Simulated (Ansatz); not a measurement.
**CBF₂N: one structure at several levels**

How do the functionals fare away from a minimum? The structure is a structure displaced at random from a GFN2-xTB minimum.

Method: single points in def2-TZVPP; program: Ansatz 0.2.0, Gaussian basis.

Cores are frozen in the correlated methods.

## Step 1: The system as given

5 atoms, charge 0, spin multiplicity 1.

Atoms are counted from 1 here; the program's logs count them from 0.

Bond lengths: N1–C2 1.075 Å, C2–B3 1.598 Å, B3–F4 1.329 Å, B3–F5 1.352 Å. Angles: N1–C2–B3 178.2°, C2–B3–F4 121.7°, C2–B3–F5 122.9°, F4–B3–F5 114.6°.

Coordinates:

```
atom    x (Å)    y (Å)    z (Å)
  N1  -0.7283   1.7794   0.7809
  C2  -0.3705   0.8460   0.3850
  B3   0.1985  -0.5406  -0.1681
  F4   1.4743  -0.8820  -0.0188
  F5  -0.5073  -1.3485  -0.9917
```

## Step 2: CCSD(T)/def2-TZVPP

Contents of run/in.yaml:

```yaml
crystal:
  periodic: [false, false, false]
  atoms:
    - {symbol: N, position_ang: [-0.728300, 1.779400, 0.780900]}
    - {symbol: C, position_ang: [-0.370500, 0.846000, 0.385000]}
    - {symbol: B, position_ang: [0.198500, -0.540600, -0.168100]}
    - {symbol: F, position_ang: [1.474300, -0.882000, -0.018800]}
    - {symbol: F, position_ang: [-0.507300, -1.348500, -0.991700]}
basis:
  gaussian: {orbitals: def2-TZVPP}
correlation: {method: ccsd_t}
output: {forces: true}
```

No record of the launch command was kept for these runs.

## Step 3: PBE0-D4/def2-TZVPP

Edit run/in.yaml of step 2 so:

```diff
@@ -10,3 +10,3 @@
   gaussian: {orbitals: def2-TZVPP}
-correlation: {method: ccsd_t}
-output: {forces: true}
+hamiltonian: {xc: pbe0, dispersion: d4}
+output: {forces: true, orbitals: {seedname: orbitals}}
```

## Step 4: wB97M-V/def2-TZVPP

Edit run/in.yaml of step 3 so:

```diff
@@ -10,3 +10,3 @@
   gaussian: {orbitals: def2-TZVPP}
-hamiltonian: {xc: pbe0, dispersion: d4}
-output: {forces: true, orbitals: {seedname: orbitals}}
+hamiltonian: {xc: {name: wB97M-V}}
+output: {forces: true}
```

## Step 5: r2SCAN-D4/def2-TZVPP

Edit run/in.yaml of step 4 so:

```diff
@@ -10,3 +10,3 @@
   gaussian: {orbitals: def2-TZVPP}
-hamiltonian: {xc: {name: wB97M-V}}
+hamiltonian: {xc: r2scan, dispersion: d4}
 output: {forces: true}
```

## Step 6: PBE-D4/def2-TZVPP

Edit run/in.yaml of step 5 so:

```diff
@@ -10,3 +10,3 @@
   gaussian: {orbitals: def2-TZVPP}
-hamiltonian: {xc: r2scan, dispersion: d4}
+hamiltonian: {xc: pbe, dispersion: d4}
 output: {forces: true}
```

## Step 7: r2SCANh-D4/def2-TZVPP

Edit run/in.yaml of step 6 so:

```diff
@@ -10,3 +10,3 @@
   gaussian: {orbitals: def2-TZVPP}
-hamiltonian: {xc: pbe, dispersion: d4}
+hamiltonian: {xc: {name: r2SCANh}, dispersion: d4}
 output: {forces: true}
```

## Step 8: HSE06-D4/def2-TZVPP

Edit run/in.yaml of step 7 so:

```diff
@@ -10,3 +10,3 @@
   gaussian: {orbitals: def2-TZVPP}
-hamiltonian: {xc: {name: r2SCANh}, dispersion: d4}
+hamiltonian: {xc: hse06, dispersion: d4}
 output: {forces: true}
```

(Steps that only read results are left out.)

Before running it: what results should come out? Wanted: energy less free atoms, CCSD(T)/def2-TZVPP; RMS force component; RMS force error; HOMO and LUMO, PBE0-D4; T1 diagnostic.

**Answer**, as computed:

| quantity | value |
| --- | --- |
| energy less free atoms, CCSD(T)/def2-TZVPP | -25.122 eV |
| RMS force component | 4.594 to 5.205 eV/Å over the methods |
| RMS force error | PBE0-D4 0.536, wB97M-V 0.617, r2SCAN-D4 0.371, PBE-D4 0.264, r2SCANh-D4 0.531, HSE06-D4 0.520 eV/Å |
| HOMO and LUMO, PBE0-D4 | -11.13 and -2.31 eV |
| T1 diagnostic | 0.014 |

What this shows: Against CCSD(T) the functionals' energies less atoms differ by -2.149 to -0.628 eV, PBE-D4 by -2.149 eV. The reference is not at the basis limit: in triple zeta CCSD(T) underbinds, which counts against methods that bind more; the gaps are no ranking. The forces of PBE-D4 come nearest to CCSD(T), those of wB97M-V are farthest. Frozen-core CCSD(T) forces in triple zeta carry basis errors of their own, and this is one geometry, so small gaps rank nothing.
